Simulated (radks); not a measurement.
# Spin polarisation of the 4d shell in Nb²⁺

How much does Nb²⁺ gain by aligning the spins in its 4d shell? The moment is raised step by step from zero.

Program: radks (a radial shooting solver on a logarithmic mesh, Libxc functionals) version 1. Level of theory: non-relativistic Kohn-Sham, TPSS, spin-polarised, spherical densities, point nucleus. These are calculated values, not measurements, unless marked.

## 1. The system

```
element       : niobium (Z = 41)
charge        : +2
electrons     : 39
configuration : [Kr] 4d(up 1.5, down 1.5)
```

A shell typed twice in an input gives spin up, then spin down.

## 2. No moment

Settings of this run:

```text
Z 41
configuration [Kr] 4d1.5 4d1.5
relativity non-relativistic
functional tpss,tpss
spin polarised
nucleus point
```

## 3. moment 0.75 in 4d

Settings of this run:

```text
Z 41
configuration [Kr] 4d1.875 4d1.125
relativity non-relativistic
functional tpss,tpss
spin polarised
nucleus point
```

## 4. moment 1.5 in 4d

Settings of this run:

```text
Z 41
configuration [Kr] 4d2.25 4d0.75
relativity non-relativistic
functional tpss,tpss
spin polarised
nucleus point
```

## 5. moment 2.25 in 4d

Settings of this run:

```text
Z 41
configuration [Kr] 4d2.625 4d0.375
relativity non-relativistic
functional tpss,tpss
spin polarised
nucleus point
```

## 6. moment 3 in 4d

Settings of this run:

```text
Z 41
configuration [Kr] 4d3 4d0
relativity non-relativistic
functional tpss,tpss
spin polarised
nucleus point
```

**Question.** What will these runs give? Wanted: for each run, moment; E − E(0); ε(4d up); ε(4d down); splitting.

The runs gave:

| moment (μB) | E − E(0) (eV) | ε(4d up) (eV) | ε(4d down) (eV) | splitting (eV) |
| --- | --- | --- | --- | --- |
| 0 | 0.000 | -19.189 | -19.189 | 0.000 |
| 0.75 | -0.110 | -19.468 | -18.884 | 0.584 |
| 1.5 | -0.437 | -19.718 | -18.557 | 1.161 |
| 2.25 | -0.979 | -19.938 | -18.212 | 1.726 |
| 3 | -1.731 | -20.122 | -17.822 | 2.299 |

What this shows: At a moment of 3 μB the energy has fallen by 1.73 eV and the 4d levels split by 2.30 eV, 0.766 eV per μB. The Stoner form E = −I m²/4 would give I = 0.769 eV. The energy falls at every step.
